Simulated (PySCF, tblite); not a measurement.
# C₆H₆O₃+ (doublet): geometry, infrared bands and EPR parameters

What infrared bands and EPR parameters should C₆H₆O₃+ (doublet) (`COC(=O)[C+]1[CH]CC1=O`) show?

The runs use tblite 0.8.0 and PySCF 2.14.0, with density-fitted response routines of our own; the level of theory stands in each step. All values are computed, except where a source is named. Atoms are numbered from 0 throughout.

### 1 The starting structure

15 atoms, charge 1, multiplicity 2; geometry from: force field or distance geometry start.

Bonds of the start (Å): C0–O1 1.42, O1–C2 1.38, C2–O3 1.25, C2–C4 1.48, C4–C5 1.48, C5–C6 1.51, C6–C7 1.48, C7–O8 1.27, C7–C4 1.45, C0–H9 1.10, C0–H10 1.09, C0–H11 1.10, C5–H12 1.11, C6–H13 1.11, C6–H14 1.13.

### 2 Relaxing the molecule with GFN2-xTB

Job settings and geometry (Å):

```
{"job": {"kind": "relax", "xc": "GFN2-xTB", "basis": "xTB"}, "charge": 1, "multiplicity": 2}
C      3.045700    -0.152100    -0.304500
O      1.649300    -0.412200    -0.321300
C      0.737700     0.313100     0.415700
O      1.123000     1.277600     1.107000
C     -0.714200     0.005300     0.386800
C     -1.889300     0.627500     1.047500
C     -2.723900    -0.097600     0.016000
C     -1.560700    -0.964600    -0.269600
O     -1.338800    -2.083400    -0.836800
H      3.490400    -0.232000     0.695000
H      3.177100     0.872100    -0.662000
H      3.522100    -0.910500    -0.938900
H     -1.943300     1.735800     0.992200
H     -3.614300    -0.608900     0.435600
H     -2.965200     0.637800    -0.807100
```

Run with:

```sh
OMP_NUM_THREADS=1 python probes_run.py task.json out
```

The driver reads the jobs from task.json and runs them one after another.

**Question.** This job is followed by: GFN2-xTB harmonic vibrations, gas phase; UKS B3LYP, pcH-1 on C H O, non-relativistic, mean-field spin-orbit, GIAO. Predict these results of the whole session: strongest single infrared mode (GFN2-xTB); zero-point energy (GFN2-xTB); g(iso) (B3LYP); ⟨S²⟩; largest a(iso) (averaged by class).

As calculated:

| quantity | value |
| --- | --- |
| strongest single infrared mode (GFN2-xTB) | 1945 cm⁻¹, 424 km/mol |
| zero-point energy (GFN2-xTB) | 65.5 kcal/mol |
| g(iso) (B3LYP) | 2.00481 |
| ⟨S²⟩ | 0.757 (exact 0.75) |
| largest a(iso) (averaged by class) | 13C on C6, 78.3 MHz |

What this shows: Relaxing lowered the energy by 2.306 eV in 76 steps; the close pair that moved most is C4–C5, from 1.485 to 1.341 Å. The lowest mode is imaginary (50i cm⁻¹), so the xTB geometry is not a minimum. The strongest single mode, at 1945 cm⁻¹, moves mainly C7 and O8. GFN2-xTB is a fitted tight-binding method: band positions and strengths are rough. Its intensities can rank the bands wrongly. The largest spin populations lie on O8 (0.39 e), O3 (0.31 e). The isotropic g lies 2.5 ppt above the free-electron value.
